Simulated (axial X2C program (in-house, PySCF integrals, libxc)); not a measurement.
# NGeO: bond lengths and stretches, held linear

The task here is to estimate one member of a computed series from the others.

Computed with an in-house X2C program for linear molecules on PySCF integrals. Level: all-electron X2C, two-component (2c) or spin-free, N dyall-av3z, Ge dyall-v3z, O dyall-av3z.

All values are calculated.

2 further runs of the same task are left out: 2 set aside as unsound or not needed.

The first run:

task.json

```json
{
 "zs": [
  7,
  32,
  8
 ],
 "q": 0,
 "bas": [
  "dyall-av3z",
  "dyall-v3z",
  "dyall-av3z"
 ],
 "r0": [
  1.71,
  1.68
 ],
 "symm": 0,
 "scan": [
  "PBE0",
  "HF",
  "LDA"
 ],
 "levels": [
  "PBE0",
  "HF",
  "PBE"
 ],
 "nst": 2
}
```

Keys: zs atomic numbers; q charge; bas basis sets; r0 starting distance in Å; symm equal bonds; scan levels of the two-bond scan; levels methods; nst determinants followed.

On the command line:

```sh
$ python solin.py task.json out
```

Masses N 14.003, Ge 73.921, O 15.995 u.

Steps of the session up to this table: Scan at PBE0, 2c; Scan at LDA, 2c; Scan at PBE0, spin-free.

One of the session's tables, all rows but one given; the rest of the session is left out.

| level | r(Ge–O) (Å) | upper stretch (cm⁻¹) |
| --- | --- | --- |
| PBE0, 2c | 1.613 | 1024.2 |
| LDA, 2c | ? | ? |
| PBE0, spin-free | 1.613 | 1023.7 |
| LDA, spin-free | 1.623 | 968.1 |

Q: Estimate the row for LDA, 2c from the others.

As computed: r(Ge–O) (Å): 1.624; upper stretch (cm⁻¹): 968.6. In the column «r(Ge–O) (Å)» it is the highest.

Scans not shown above were run alike.

The molecule was held linear; bending was not examined, so a bent shape may lie lower. Note: functional without a current term on a determinant with orbital currents, of the molecule or an atom.
